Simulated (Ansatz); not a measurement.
# Cl₂H₃NSi: how energies converge with the basis set

An exercise on one series of results from a longer session: the logs are not shown, and one member is left open.

Method: one geometry, several basis sets; program: Ansatz 0.2.0, Gaussian basis.

Levels to be run: PBE0-D4/def2-SVP; ωB97M-V/def2-SVP; PBE0-D4/def2-QZVPP; ωB97M-V/def2-QZVPP; the functionals' def2-TZVPP values are taken from earlier runs.

## The geometry

All runs share one geometry, relaxed beforehand with PBE0-D4 in a triple-zeta def2 set.

7 atoms, charge 0, spin multiplicity 1.

Atoms are counted from 1 here; the program's logs count them from 0.

Bond lengths: N1–Si2 1.692 Å, N1–H5 1.007 Å, N1–H6 1.008 Å, Si2–Cl3 2.041 Å, Si2–Cl4 2.056 Å, Si2–H7 1.472 Å. Angles: Si2–N1–H5 120.6°, Si2–N1–H6 120.1°, H5–N1–H6 111.9°, N1–Si2–Cl3 107.5°, N1–Si2–Cl4 115.1°, N1–Si2–H7 110.1°, Cl3–Si2–Cl4 107.0°, Cl3–Si2–H7 110.9°, Cl4–Si2–H7 106.3°.

Coordinates:

```
N    -0.0518    1.0996   -0.0663
Si    0.2217   -0.5695   -0.0348
Cl    0.6810   -1.0796    1.8872
Cl   -1.3830   -1.7257   -0.5952
H    -0.5910    1.5449    0.6589
H    -0.1382    1.5809   -0.9475
H     1.3226   -0.9186   -0.9478
```

The first run:

Contents of in.yaml:

```yaml
crystal:
  periodic: [false, false, false]
  atoms:
    - {symbol: N, position_ang: [-0.051817, 1.099648, -0.066335]}
    - {symbol: Si, position_ang: [0.221699, -0.569511, -0.034796]}
    - {symbol: Cl, position_ang: [0.681039, -1.079587, 1.887164]}
    - {symbol: Cl, position_ang: [-1.383025, -1.725727, -0.595245]}
    - {symbol: H, position_ang: [-0.591034, 1.544920, 0.658904]}
    - {symbol: H, position_ang: [-0.138224, 1.580853, -0.947548]}
    - {symbol: H, position_ang: [1.322562, -0.918597, -0.947844]}
basis:
  gaussian: {orbitals: def2-SVP}
hamiltonian: {xc: pbe0, dispersion: d4}
output: {orbitals: {seedname: orbitals}}
```

Steps of the session up to this table: PBE0-D4 in def2-SVP; ωB97M-V in def2-SVP; PBE0-D4 in def2-QZVPP; ωB97M-V in def2-QZVPP.

One of the session's tables, all rows but one given; the rest of the session is left out.

It belongs to the step «Density functionals: the series». 

| functional | basis | HOMO (eV) | LUMO (eV) |
| --- | --- | --- | --- |
| PBE0-D4 | def2-SVP | -8.03 | 1.07 |
| PBE0-D4 | def2-TZVPP | -8.22 | 0.50 |
| PBE0-D4 | def2-QZVPP | -8.27 | 0.26 |
| ωB97M-V | def2-SVP | ? | ? |
| ωB97M-V | def2-TZVPP | -10.56 | 2.04 |
| ωB97M-V | def2-QZVPP | -10.61 | 1.59 |

Estimate the missing values for ωB97M-V, def2-SVP.

The run gave: HOMO (eV): -10.35; LUMO (eV): 2.91. In the column «HOMO (eV)» it lies between ωB97M-V, def2-TZVPP (-10.56) and PBE0-D4, def2-QZVPP (-8.27).
